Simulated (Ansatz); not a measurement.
# B3C4: the cost of one run

Method: DFT PBE, scalar-relativistic, plane waves, PAW, unless a step names another level, in Ansatz 0.2.0.

4 further runs of the same task are left out: 3 that didn't finish, 1 set aside as unsound or not needed.

## 1. The system as given

The structure is trigonal, space group R-3m (No. 166). The conventional cell has a = 2.621 Å, b = 2.621 Å, c = 57.455 Å, α = 90.00°, β = 90.00°, γ = 120.00°. B (site symmetry 3m) has 3 C at 1.52 Å as nearest neighbours. B (site symmetry 3m) has 4 C at 1.56 to 1.68 Å as nearest neighbours. B (site symmetry 3m) has 4 C at 1.66 to 1.67 Å as nearest neighbours. C (site symmetry 3m) is surrounded by 3 C at 1.51 Å. Around C (site symmetry 3m) lie 1 C at 1.40 Å. Around C (site symmetry 3m) lie 4 B at 1.56 to 1.66 Å. C (site symmetry 3m) has 4 B at 1.52 to 1.67 Å as nearest neighbours.

Coordinates:

```cif
data_structure
_symmetry_space_group_name_H-M 'R-3m:H'
_symmetry_Int_Tables_number 166
_cell_length_a 2.6209
_cell_length_b 2.6209
_cell_length_c 57.4550
_cell_angle_alpha 90.000
_cell_angle_beta 90.000
_cell_angle_gamma 120.000
_cell_volume 341.78
loop_
_atom_site_label
_atom_site_type_symbol
_atom_site_symmetry_multiplicity
_atom_site_Wyckoff_symbol
_atom_site_fract_x
_atom_site_fract_y
_atom_site_fract_z
_atom_site_occupancy
B1 B 6 c 0.33333 0.66667 0.76286 1
B2 B 6 c 0.00000 0.00000 0.69169 1
B3 B 6 c 0.66667 0.33333 0.73086 1
C1 C 6 c 0.33333 0.66667 0.83333 1
C2 C 6 c 0.33333 0.66667 0.67887 1
C3 C 6 c 0.00000 0.00000 0.71880 1
C4 C 6 c 0.66667 0.33333 0.75997 1
```

It came out lowest among 29 distinct ends of the trial cells. At a tolerance of 0.05 Å it has space group R-3m (No. 166).

## 2. Relaxing to 0.001 eV/Å, on the response runs' mesh and smearing

input.yaml

```yaml
crystal:
  lattice:
    - [1.3104260648, 0.7565748413, 19.1516656966]
    - [-1.3104260648, 0.7565748413, 19.1516656966]
    - [0.0, -1.5131496826, 19.1516656966]
  atoms:
    - { symbol: B, position: [0.0961940211, 0.0961940211, 0.0961940211] }
    - { symbol: B, position: [0.6916894329, 0.6916894329, 0.6916894329] }
    - { symbol: B, position: [0.3975286517, 0.3975286517, 0.3975286517] }
    - { symbol: B, position: [0.9038059789, 0.9038059789, 0.9038059789] }
    - { symbol: B, position: [0.3083105671, 0.3083105671, 0.3083105671] }
    - { symbol: B, position: [0.6024713483, 0.6024713483, 0.6024713483] }
    - { symbol: C, position: [0.1666648713, 0.1666648713, 0.1666648713] }
    - { symbol: C, position: [0.0122060695, 0.0122060695, 0.0122060695] }
    - { symbol: C, position: [0.9877939305, 0.9877939305, 0.9877939305] }
    - { symbol: C, position: [0.7188032496, 0.7188032496, 0.7188032496] }
    - { symbol: C, position: [0.4266405365, 0.4266405365, 0.4266405365] }
    - { symbol: C, position: [0.8333351287, 0.8333351287, 0.8333351287] }
    - { symbol: C, position: [0.2811967504, 0.2811967504, 0.2811967504] }
    - { symbol: C, position: [0.5733594635, 0.5733594635, 0.5733594635] }
basis:
  ecutwfc: 420
kpoints:
  mp_grid: { grid: [12, 12, 12] }
hamiltonian:
  xc: pbe
scf:
  occupations: { method: gaussian, width: 0.1 }
output:
  forces: true
  stress: true
  eigenvalues: true
relax:
  adjacent_minimum: "off"
  f_tol: 0.001
  max_steps: 60
  cell: { stress_tol: 0.01 }
```

Command:

```
ansatz run input.yaml --threads 3 --pin off --max-ram 7680MiB --backend cpu --events-out ev --progress --plain --runs-dir out
```

**Question.** How long does this run take on 3 threads of Intel Xeon at 2.70GHz, shared host, and how much memory does it need?

About 4 min, with a peak of 0.94 GiB.
